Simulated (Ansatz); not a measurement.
# C2H3BO2: a ladder of functionals and wavefunction methods

An exercise on one series of results from a longer session: the logs are not shown, and one member is left open.

Method: functionals in def2-TZVPP, the program's frozen cores in correlated methods; program: Ansatz 0.2.0, Gaussian basis.

The runs, in order: LDA (SPW92), PBE-D4, revPBE-D4, BLYP-D4, r2SCAN-D4, B97M-V, PBE0-D4, B3LYP-D4, r2SCANh-D4, r2SCAN0-D4, HSE06-D4, BHLYP-D4, CAM-B3LYP-D4, LC-ωPBE, ωB97X-V, ωB97M-V, B2PLYP, PBE-QIDH; CCSD(T)/def2-SVP; CCSD(T)/def2-TZVPP; MP2/def2-QZVPP; extrapolation to the limit; RPA on PBE.

**Structure used throughout**

The geometry comes from an earlier relaxation with PBE0-D4 in a triple-zeta def2 set; it is a stationary point, not always the lowest conformer.

SMILES `OBC#CO`, 8 atoms, charge 0, spin multiplicity 1.

Atoms are counted from 1 here; the program's logs count them from 0.

Bond lengths: O1–B2 1.357 Å, O1–H6 0.961 Å, B2–C3 1.513 Å, B2–H7 1.195 Å, C3–C4 1.210 Å, C4–O5 1.293 Å, O5–H8 0.965 Å. Angles: B2–O1–H6 112.7°, O1–B2–C3 122.4°, O1–B2–H7 116.6°, C3–B2–H7 121.1°, B2–C3–C4 178.3°, C3–C4–O5 176.1°, C4–O5–H8 110.8°.

The first run:

in.yaml reads:

```yaml
crystal:
  periodic: [false, false, false]
  atoms:
    - {symbol: O, position_ang: [0.196204, 2.079243, -0.899880]}
    - {symbol: B, position_ang: [0.909443, 1.029200, -0.420627]}
    - {symbol: C, position_ang: [0.248754, -0.229815, 0.097711]}
    - {symbol: C, position_ang: [-0.248088, -1.249884, 0.519131]}
    - {symbol: O, position_ang: [-0.697950, -2.369152, 0.984954]}
    - {symbol: H, position_ang: [-0.752613, 1.927769, -0.869806]}
    - {symbol: H, position_ang: [2.099312, 1.144286, -0.426025]}
    - {symbol: H, position_ang: [-1.662864, -2.388548, 0.958643]}
basis:
  gaussian: {orbitals: def2-TZVPP}
hamiltonian: {xc: lda}
output: {orbitals: {seedname: orbitals}}
```

On the command line:

```bash
ansatz run in.yaml --threads 2 --pin off --events-out ev --progress --plain --max-ram 4352MiB
```

Steps of the session up to this table: LDA; PBE-D4 (GGA); revPBE-D4 (GGA); BLYP-D4 (GGA); r2SCAN-D4 (meta-GGA); B97M-V (meta-GGA); PBE0-D4 (hybrid); B3LYP-D4 (hybrid); r2SCANh-D4 (hybrid); r2SCAN0-D4 (hybrid); HSE06-D4 (hybrid); BHLYP-D4 (hybrid); CAM-B3LYP-D4 (range-separated); LC-ωPBE (range-separated); ωB97X-V (range-separated); ωB97M-V (range-separated); B2PLYP (double hybrid); PBE-QIDH (double hybrid).

One table of the session follows, with a row left open; its other results are not shown here.

It belongs to the step «Frontier levels by functional». 

```
  functional  HOMO (eV)  gap (eV)
 LDA (SPW92)      -6.58      4.80
      PBE-D4      -6.37      4.87
   revPBE-D4      -6.29      4.90
     BLYP-D4      -6.22      4.87
   r2SCAN-D4          ?         ?
      B97M-V      -6.63      5.47
     PBE0-D4      -7.62      7.03
    B3LYP-D4      -7.39      6.59
  r2SCANh-D4      -7.09      6.19
  r2SCAN0-D4      -7.80      7.38
    HSE06-D4      -7.22      6.25
    BHLYP-D4      -8.75      9.18
CAM-B3LYP-D4      -8.96      9.46
     LC-ωPBE     -10.31     11.95
     ωB97X-V      -9.93     11.52
     ωB97M-V      -9.82     11.25
```

Estimate the missing values for r2SCAN-D4.

Worked estimate for «HOMO (eV)». Against the share of exact exchange, r2SCANh-D4 (0.1, -7.09), r2SCAN0-D4 (0.25, -7.80) give a slope of -4.73 per unit share; at 0 the line stands at -6.62.

As computed: HOMO (eV): -6.62; gap (eV): 5.40. In «HOMO (eV)» the line misses by 0.00.
